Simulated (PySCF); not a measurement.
# C5H6F2: the cost of one run

Computed with PySCF 2.14.0, with density-fitted response routines of our own, on a single molecule in the gas phase. Atoms count from 0, in the outputs and in this text.

### 1 The starting structure

13 atoms, charge 0, multiplicity 1; geometry from: GFN2-xTB. The atoms were then displaced at random by about 0.01 Å, so the start is not that level's minimum.

Bonds of the start (Å): C0–C1 1.46, C1–C2 1.21, C2–C3 1.40, C3–C4 1.54, C3–F5 1.37, C3–F6 1.38, C0–H7 1.11, C0–H8 1.06, C0–H9 1.11, C4–H10 1.11, C4–H11 1.07, C4–H12 1.09.

### 2 Optimising the geometry at PBE0-D3(BJ)/def2-SVP

The job: settings as JSON, then the geometry in Å.

```
{"job": {"xc": "PBE0", "basis": "def2-SVP", "d3": "d3bj", "grid": 1, "shake": 0.01, "kind": "geom"}, "charge": 0, "multiplicity": 1}
C      2.733690     0.284310     0.362900
C      1.334330    -0.059600     0.117660
C      0.168600    -0.330890    -0.083650
C     -1.160800    -0.708120    -0.324350
C     -2.174610     0.426180    -0.107700
F     -1.333860    -1.182540    -1.602640
F     -1.527410    -1.775220     0.476780
H      3.182870     0.660560    -0.574120
H      3.263460    -0.549120     0.744270
H      2.761040     1.104370     1.109560
H     -2.110760     0.767050     0.942290
H     -3.175880     0.084310    -0.293530
H     -1.954850     1.261830    -0.777800
```

On the command line:

```bash
OMP_NUM_THREADS=1 python probes_run.py task.json out
```

This one command runs all jobs of the session in turn.

Q: Estimate the wall time and peak memory of this first job on 1 thread of Arm Neoverse V2, shared host.

About 46 s, with a peak of 0.52 GiB.
